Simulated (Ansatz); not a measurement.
# TiW2: the cost of one run

Program: Ansatz 0.2.0. Level of theory: DFT PBE, scalar-relativistic, plane waves, PAW. These are calculated values, not measurements.

### Step 1. The structure to begin with

The structure is trigonal, space group P-3m1 (No. 164). Conventional cell: a = 4.486 Å, b = 4.486 Å, c = 2.772 Å, α = 90.00°, β = 90.00°, γ = 120.00°. Ti (site symmetry -3m) has 12 W at 2.76 to 3.16 Å and 2 Ti at 2.77 Å as nearest neighbours. W (site symmetry 3m) is surrounded by 5 W at 2.72 to 2.77 Å and 3 Ti at 2.76 Å.

As a file:

```
CELL_PARAMETERS angstrom
4.48584 0.00000 0.00000
-2.24292 3.88485 0.00000
0.00000 0.00000 2.77172
ATOMIC_POSITIONS crystal
Ti 0.00000 0.00000 0.00000
W 0.33333 0.66667 0.34895
W 0.66667 0.33333 0.65105
```

It is the end of an earlier relaxation with the same method, from a generated guess; it needn't be the stable form of this composition. At a tolerance of 0.05 Å it has space group P-3m1 (No. 164); it has 16.10 Å³/atom, an uncorrected energy of -0.07 eV/atom over the elements.

### Step 2. Electronic structure at the relaxed geometry

input.yaml

```yaml
crystal:
  lattice:
    - [4.485838573, 0.0, 0.0]
    - [-2.2429192865, 3.8848501615, 0.0]
    - [0.0, 0.0, 2.7717222469]
  atoms:
    - { symbol: Ti, position: [0.0, 0.0, 0.0] }
    - { symbol: W, position: [0.3333333333, 0.6666666667, 0.3489519097] }
    - { symbol: W, position: [0.6666666667, 0.3333333333, 0.6510480903] }
basis:
  ecutwfc: 420
kpoints:
  mp_grid: { grid: [12, 12, 16] }
  band_path:
    path:
      - [[0.0, 0.0, 0.0], [0.5, 0.0, 0.0], [0.33333333, 0.33333333, 0.0], [0.0, 0.0, 0.0], [0.0, 0.0, 0.5], [0.5, 0.0, 0.5], [0.33333333, 0.33333333, 0.5], [0.0, 0.0, 0.5]]
      - [[0.5, 0.0, 0.5], [0.5, 0.0, 0.0]]
      - [[0.33333333, 0.33333333, 0.5], [0.33333333, 0.33333333, 0.0]]
    npoints: 14
hamiltonian:
  xc: pbe
scf:
  occupations: { method: gaussian, width: 0.1 }
  n_extra_bands: 7
output:
  forces: true
  stress: true
  eigenvalues: true
  populations: true
  dos: { projected: true, de: 0.02, nscf_kmesh: { grid: [15, 15, 20] } }
  bader: true
  write_density: true
  write_potential: true
  elf: true
  volumetric_format: npy
```

Command:

```console
$ ansatz run input.yaml --threads 1 --pin off --max-ram 2560MiB --backend cpu --events-out ev --progress --plain --runs-dir out
```

What time and memory should one allow on 1 thread of Intel Xeon 6975P-C (Granite Rapids), shared host?

About 44 s, with a peak of 0.66 GiB.
